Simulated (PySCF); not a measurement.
# C2H6O2Si: electronic excitations

What electronic excitations should C2H6O2Si (`C1CO[SiH2]O1`) show?

Programs: PySCF 2.14.0, with density-fitted response routines of our own. Each step states its level of theory. These are calculated values for one molecule in the gas phase, unless marked as measured. Atoms are numbered from 0 throughout.

**1. Starting geometry**

11 atoms, charge 0, multiplicity 1; geometry from: GFN2-xTB.

Bonds of the start (Å): C0–C1 1.54, C1–O2 1.40, O2–Si3 1.64, Si3–O4 1.64, O4–C0 1.40, C0–H5 1.10, C0–H6 1.09, C1–H7 1.09, C1–H8 1.10, Si3–H9 1.45, Si3–H10 1.45.

**2. Ultraviolet spectrum: B3LYP/def2-SVPD**

The job: settings as JSON, then the geometry in Å.

```
{"job": {"kind": "uv", "xc": "B3LYP", "basis": "def2-SVPD", "nstates": 8, "ntriplets": 3}, "charge": 0, "multiplicity": 1}
C     -0.386000    -0.979182    -0.465881
C     -1.110573     0.196521     0.223445
O     -0.139114     1.015010     0.807890
Si     1.359731     0.711558     0.213644
O      0.940388    -0.595011    -0.685505
H     -0.395471    -1.866651     0.175791
H     -0.845401    -1.228462    -1.425515
H     -1.793514    -0.152815     1.001544
H     -1.674673     0.783414    -0.509259
H      2.225254     0.369563     1.329697
H      1.824799     1.748725    -0.691815
```

Method: TDDFT B3LYP/def2-SVPD, vertical, gas phase, core orbitals frozen in the response.

What will the session give for the following? lowest singlet (B3LYP/def2-SVPD); brightest single state of those computed; lowest triplet. Wanted: lowest singlet; brightest single state of those computed; lowest triplet.

The runs gave:

```
                                quantity                        value
        lowest singlet (B3LYP/def2-SVPD)  6.85 eV (181 nm), f = 0.003
brightest single state of those computed  state 4, 7.18 eV, f = 0.035
                          lowest triplet                      6.60 eV
```

**Reading.** The lowest singlet, at 6.85 eV, is HOMO→LUMO 0.98 and is weak; of the 8 states computed, the strongest absorption comes from states 6 to 7 together at 8.01 eV. The lowest triplet lies 0.24 eV below the lowest singlet (triplets in Tamm-Dancoff, singlets in full TDDFT).
